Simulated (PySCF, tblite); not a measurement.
**C6H13F: a rotation path, then NMR shifts on frames**

Aim: move C6H13F (`CC(C)CCCF`) away from its starting geometry and see how NMR shifts follow the geometry.

Programs: tblite 0.8.0 and PySCF 2.14.0, with density-fitted response routines of our own. Each step states its level of theory. These are calculated values for one molecule in the gas phase, unless marked as measured. Atoms count from 0, in the outputs and in this text.

## Step 1: The starting structure

20 atoms, charge 0, multiplicity 1; geometry from: GFN2-xTB.

Bonds of the start (Å): C0–C1 1.53, C1–C2 1.53, C1–C3 1.53, C3–C4 1.53, C4–C5 1.52, C5–F6 1.38, C0–H7 1.09, C0–H8 1.09, C0–H9 1.09, C1–H10 1.10, C2–H11 1.09, C2–H12 1.09, C2–H13 1.09, C3–H14 1.09, C3–H15 1.09, C4–H16 1.09, C4–H17 1.09, C5–H18 1.10, C5–H19 1.10.

## Step 2: The rotation path with GFN2-xTB

What the job is given:

```
{"job": {"kind": "neb", "xc": "GFN2-xTB", "basis": "xTB", "atoms": [0, 1, 3, 4], "turn": 120}, "charge": 0, "multiplicity": 1}
C     -1.566996     0.659564    -1.052104
C     -1.063556    -0.389262    -0.062633
C     -2.044608    -0.514925     1.102124
C      0.329707    -0.043835     0.473526
C      1.418753    -0.038015    -0.598471
C      2.797665     0.182710     0.005949
F      3.154905    -0.880761     0.801861
H     -0.955372     0.682625    -1.950056
H     -1.552956     1.647592    -0.596776
H     -2.589358     0.435673    -1.348021
H     -1.009905    -1.355869    -0.576375
H     -2.110458     0.426833     1.642902
H     -1.722830    -1.287381     1.796579
H     -3.037721    -0.771225     0.740265
H      0.294122     0.936735     0.954932
H      0.603757    -0.777533     1.234890
H      1.243573     0.758098    -1.322435
H      1.417177    -0.992997    -1.127690
H      3.568442     0.261898    -0.767793
H      2.820510     1.070755     0.646288
```

With the program's defaults for keys left out, this is: GFN2-xTB climbing-image nudged elastic band, gas phase.

Command:

```bash
$ OMP_NUM_THREADS=1 python probes_run.py task.json out
```

This one command runs all jobs of the session in turn.

What it wrote:

```text
image   E - E0 / eV
  0      -0.0000
  1       0.0237
  2       0.0836
  3       0.1550
  4       0.1878
  5       0.1557
  6       0.0909
  7       0.0460
  8       0.0272
```

Wall time 10 s (1 thread, shared host).

The final band, with the dihedral C0–C1–C3–C4:

```tsv
image	dihedral (°)	energy (eV)	energy (kcal/mol)
0	-64	0.000	0.0
1	-49	0.024	0.5
2	-33	0.084	1.9
3	-16	0.155	3.6
4	1	0.188	4.3
5	18	0.156	3.6
6	35	0.091	2.1
7	50	0.046	1.1
8	62	0.027	0.6
```

## Step 3: Shielding tensors: image 0, PBE0/pcSseg-1

What the job is given:

```
{"job": {"kind": "nmr", "xc": "PBE0", "basis": "pcSseg-1", "pop": false}, "charge": 0, "multiplicity": 1}
C     -1.567000     0.659600    -1.052100
C     -1.063600    -0.389300    -0.062600
C     -2.044600    -0.514900     1.102100
C      0.329700    -0.043800     0.473500
C      1.418800    -0.038000    -0.598500
C      2.797700     0.182700     0.005900
F      3.154900    -0.880800     0.801900
H     -0.955400     0.682600    -1.950100
H     -1.553000     1.647600    -0.596800
H     -2.589400     0.435700    -1.348000
H     -1.009900    -1.355900    -0.576400
H     -2.110500     0.426800     1.642900
H     -1.722800    -1.287400     1.796600
H     -3.037700    -0.771200     0.740300
H      0.294100     0.936700     0.954900
H      0.603800    -0.777500     1.234900
H      1.243600     0.758100    -1.322400
H      1.417200    -0.993000    -1.127700
H      3.568400     0.261900    -0.767800
H      2.820500     1.070800     0.646300
```

Method: GIAO PBE0/pcSseg-1 NMR shielding, non-relativistic, gas phase.

What it wrote:

```text
coarse grid: 15664 points
cycle   1  E = -335.7630147703  dE =  5.046e-01  |g| = 5.726e-01  |ddm| = 3.638e+00
cycle   2  E = -335.7338760889  dE =  2.914e-02  |g| = 7.283e-01  |ddm| = 9.891e-01
cycle   3  E = -335.8330155671  dE = -9.914e-02  |g| = 6.376e-02  |ddm| = 5.528e-01
cycle   4  E = -335.8336142032  dE = -5.986e-04  |g| = 2.949e-02  |ddm| = 5.508e-02
cycle   5  E = -335.8337901703  dE = -1.760e-04  |g| = 4.119e-03  |ddm| = 2.337e-02
cycle   6  E = -335.8337932221  dE = -3.052e-06  |g| = 1.589e-03  |ddm| = 4.935e-03
final grid: 148688 points
cycle   7  E = -335.8849051071  dE = -5.934e-05  |g| = 1.104e-02  |ddm| = 3.417e-02
cycle   8  E = -335.8848912569  dE =  1.385e-05  |g| = 1.374e-02  |ddm| = 2.079e-02
cycle   9  E = -335.8849352580  dE = -4.400e-05  |g| = 1.066e-03  |ddm| = 1.137e-02
cycle  10  E = -335.8849354327  dE = -1.747e-07  |g| = 2.588e-04  |ddm| = 9.033e-04
cycle  11  E = -335.8849354426  dE = -9.863e-09  |g| = 6.270e-05  |ddm| = 2.093e-04
cycle  12  E = -335.8849354434  dE = -7.816e-10  |g| = 2.296e-05  |ddm| = 6.859e-05
converged SCF energy = -335.8849354434

GIAO shielding tensors (ppm)
atom      isotropic    diamagn.    paramagn.     s11        s22        s33       span
  0 C      164.079     248.718     -84.638    148.496    157.534    186.208     37.712
  1 C      154.286     245.626     -91.341    145.829    155.102    161.927     16.098
  2 C      160.035     246.967     -86.932    139.662    152.666    187.776     48.114
  3 C      147.531     250.995    -103.464    123.972    146.961    171.660     47.687
  4 C      152.528     248.429     -95.900    145.544    147.194    164.847     19.303
  5 C       99.787     239.463    -139.676     63.130     85.937    150.292     87.162
  6 F      422.880     473.412     -50.532    375.419    433.201    460.020     84.601
  7 H       30.374      31.648      -1.274     25.186     29.744     36.192     11.006
  8 H       31.330      31.558      -0.228     28.199     29.083     36.707      8.508
  9 H       30.689      30.441       0.248     26.370     28.276     37.421     11.051
 10 H       30.356      33.169      -2.813     27.113     28.685     35.271      8.158
 11 H       30.941      30.596       0.345     27.728     28.971     36.124      8.396
 12 H       30.507      30.251       0.256     26.034     28.401     37.085     11.051
 13 H       30.590      29.621       0.969     26.153     28.093     37.524     11.370
 14 H       31.061      34.347      -3.286     27.243     31.253     34.687      7.444
 15 H       29.702      33.763      -4.061     23.940     31.041     34.126     10.187
 16 H       30.290      32.467      -2.177     24.990     31.333     34.549      9.559
 17 H       30.099      31.653      -1.554     25.754     29.641     34.901      9.147
 18 H       26.720      26.735      -0.015     21.765     27.240     31.155      9.390
 19 H       27.183      28.342      -1.158     22.745     27.739     31.067      8.322
```

It took 71 s on 1 thread, shared host.

The references, computed at this level on geometries of the same kind, shield at (ppm): ¹H TMS 31.72, ¹³C TMS 186.9, ¹⁹F CFCl3 170.9. Their shielding less the atom's gives the shift. The references are single molecules in the gas phase, so shifts against H2O, NH3, PH3, H3PO4 or CFCl3 are not on the usual liquid scales and can be off by tens of ppm. Each atom is listed at this fixed geometry, with no averaging over motion; a spectrum would average atoms that exchange fast.

```tsv
atoms	environment	σ (ppm)	δ (ppm)
C5	sp3 CH2 bonded to F	99.8	87.1
C3	sp3 CH2	147.5	39.4
C4	sp3 CH2	152.5	34.4
C1	sp3 CH	154.3	32.6
C2	methyl carbon	160.0	26.9
C0	methyl carbon	164.1	22.8
H18	hydrogen on an sp3 CH2 bonded to F	26.72	5.00
H19	hydrogen on an sp3 CH2 bonded to F	27.18	4.53
H15	hydrogen on an sp3 CH2	29.70	2.01
H17	hydrogen on an sp3 CH2	30.10	1.62
H16	hydrogen on an sp3 CH2	30.29	1.43
H10	hydrogen on an sp3 CH	30.36	1.36
H7	hydrogen on a methyl carbon	30.37	1.34
H12	hydrogen on a methyl carbon	30.51	1.21
H13	hydrogen on a methyl carbon	30.59	1.13
H9	hydrogen on a methyl carbon	30.69	1.03
H11	hydrogen on a methyl carbon	30.94	0.78
H14	hydrogen on an sp3 CH2	31.06	0.66
H8	hydrogen on a methyl carbon	31.33	0.39
F6	fluorine on an sp3 carbon	422.9	-251.9
```

## Step 4: Shielding tensors: image 2, PBE0/pcSseg-1

What the job is given:

```
{"job": {"kind": "nmr", "xc": "PBE0", "basis": "pcSseg-1", "pop": false}, "charge": 0, "multiplicity": 1}
C     -1.465000     0.434000    -1.166300
C     -1.085600    -0.487000    -0.007200
C     -2.074100    -0.288600     1.141800
C      0.346600    -0.261500     0.512700
C      1.358200     0.159900    -0.552400
C      2.767400     0.254400     0.013000
F      3.241500    -0.993200     0.344300
H     -0.871800     0.220000    -2.052300
H     -1.326300     1.477400    -0.894100
H     -2.511800     0.286600    -1.422400
H     -1.170900    -1.520200    -0.359700
H     -2.036600     0.740300     1.494100
H     -1.837400    -0.945900     1.975500
H     -3.090200    -0.497600     0.816300
H      0.327400     0.510500     1.285800
H      0.696300    -1.184800     0.981400
H      1.100900     1.143300    -0.946200
H      1.362100    -0.558700    -1.373800
H      3.465100     0.667500    -0.723000
H      2.799200     0.854300     0.929400
```

Level: GIAO PBE0/pcSseg-1 NMR shielding, non-relativistic, gas phase.

What it wrote:

```text
coarse grid: 15664 points
cycle   1  E = -335.7595826539  dE =  5.031e-01  |g| = 5.723e-01  |ddm| = 3.651e+00
cycle   2  E = -335.7304972503  dE =  2.909e-02  |g| = 7.280e-01  |ddm| = 9.820e-01
cycle   3  E = -335.8293642287  dE = -9.887e-02  |g| = 6.330e-02  |ddm| = 5.480e-01
cycle   4  E = -335.8299547293  dE = -5.905e-04  |g| = 2.929e-02  |ddm| = 5.415e-02
cycle   5  E = -335.8301278892  dE = -1.732e-04  |g| = 4.347e-03  |ddm| = 2.327e-02
cycle   6  E = -335.8301313926  dE = -3.503e-06  |g| = 1.572e-03  |ddm| = 5.270e-03
final grid: 148688 points
cycle   7  E = -335.8811989425  dE = -7.580e-05  |g| = 1.102e-02  |ddm| = 4.190e-02
cycle   8  E = -335.8811863732  dE =  1.257e-05  |g| = 1.347e-02  |ddm| = 2.062e-02
cycle   9  E = -335.8812293667  dE = -4.299e-05  |g| = 1.090e-03  |ddm| = 1.117e-02
cycle  10  E = -335.8812295463  dE = -1.796e-07  |g| = 2.929e-04  |ddm| = 9.761e-04
cycle  11  E = -335.8812295588  dE = -1.251e-08  |g| = 6.887e-05  |ddm| = 2.301e-04
cycle  12  E = -335.8812295597  dE = -9.061e-10  |g| = 2.572e-05  |ddm| = 7.508e-05
converged SCF energy = -335.8812295597

GIAO shielding tensors (ppm)
atom      isotropic    diamagn.    paramagn.     s11        s22        s33       span
  0 C      164.844     248.931     -84.087    154.252    158.136    182.145     27.893
  1 C      157.386     245.309     -87.923    152.725    154.774    164.659     11.935
  2 C      159.214     247.504     -88.289    140.212    150.979    186.453     46.241
  3 C      150.428     250.269     -99.841    120.438    155.635    175.211     54.773
  4 C      153.554     248.969     -95.415    142.825    148.539    169.298     26.473
  5 C       99.786     239.525    -139.739     63.350     85.823    150.186     86.836
  6 F      422.135     472.731     -50.595    374.672    430.203    461.531     86.858
  7 H       30.476      31.646      -1.169     25.347     29.751     36.332     10.985
  8 H       31.229      31.904      -0.675     27.969     29.452     36.264      8.295
  9 H       30.824      30.448       0.375     26.378     28.661     37.433     11.054
 10 H       30.046      32.574      -2.527     26.788     27.761     35.591      8.803
 11 H       31.088      30.879       0.209     27.918     29.312     36.035      8.117
 12 H       30.423      30.100       0.323     25.993     28.263     37.013     11.021
 13 H       30.635      29.671       0.964     26.189     27.998     37.718     11.529
 14 H       31.068      34.258      -3.189     26.045     32.194     34.965      8.920
 15 H       29.414      33.056      -3.642     24.208     29.951     34.083      9.875
 16 H       30.478      32.880      -2.403     25.211     31.674     34.548      9.338
 17 H       30.005      31.895      -1.890     25.343     30.053     34.620      9.278
 18 H       26.753      26.872      -0.119     21.826     27.371     31.062      9.237
 19 H       27.210      28.320      -1.110     22.854     27.800     30.977      8.123
```

Wall time 69 s (1 thread, shared host).

Key values: δ C5 87.1, C3 36.5, C4 33.4, C1 29.5, H18 4.96, H19 4.51 ppm.

(Part 1 of 2 ends here.)
